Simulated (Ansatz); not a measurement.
# CuI: the cost of one run

Computed with Ansatz 0.2.0 (reference: DFT PBE, plane waves, PAW, scalar-relativistic, no spin polarisation, unless a step's input says otherwise).

The COD entry's cell or inner coordinates are ideal or old and differ from later refinements, so a difference from it is no clean test against experiment.

## (1) Starting point

It takes space group F-43m (No. 216, cubic). The conventional cell has a = 5.996 Å, b = 5.996 Å, c = 5.996 Å, α = 90.00°, β = 90.00°, γ = 90.00°. Cu (site symmetry -43m) has 4 I at 2.60 Å as nearest neighbours. Around I (site symmetry -43m) lie 4 Cu at 2.60 Å.

Structure file:

```cif
data_structure
_symmetry_space_group_name_H-M 'P 1'
_symmetry_Int_Tables_number 1
_cell_length_a 4.2401
_cell_length_b 4.2401
_cell_length_c 4.2401
_cell_angle_alpha 60.000
_cell_angle_beta 60.000
_cell_angle_gamma 60.000
_cell_volume 53.90
loop_
_atom_site_label
_atom_site_type_symbol
_atom_site_fract_x
_atom_site_fract_y
_atom_site_fract_z
_atom_site_occupancy
Cu1 Cu 0.00000 0.00000 0.00000 1
I1 I 0.25000 0.25000 0.25000 1
```

## (2) Reference

Input file input.yaml:

```yaml
crystal:
  lattice:
    - [0.0, 2.99816825, 2.99816825]
    - [2.99816825, 0.0, 2.99816825]
    - [2.99816825, 2.99816825, 0.0]
  atoms:
    - { symbol: Cu, position: [0.0, 0.0, 0.0] }
    - { symbol: I, position: [0.25, 0.25, 0.25] }
  symmetry: { tolerance: 0.0003 }
kpoints:
  mp_grid: { grid: [5, 5, 5], shift: [0, 0, 0] }
magnetization:
  spin_polarized: false
scf:
  occupations: { method: gaussian, width: 0.0429 }
hamiltonian:
  pseudopotentials: { kind: paw }
  xc: pbe
basis:
  ecutwfc: 420
output:
  forces: true
  stress: true
  eigenvalues: true
```

Command:

```console
$ ansatz run input.yaml --threads 1 --pin off --max-ram 2560MiB --backend cpu --events-out ev --progress --plain --runs-dir out
```

What time and memory should one allow on 1 thread of Arm Neoverse V2, shared host?

About 1.2 s, with a peak of 0.3 GiB.
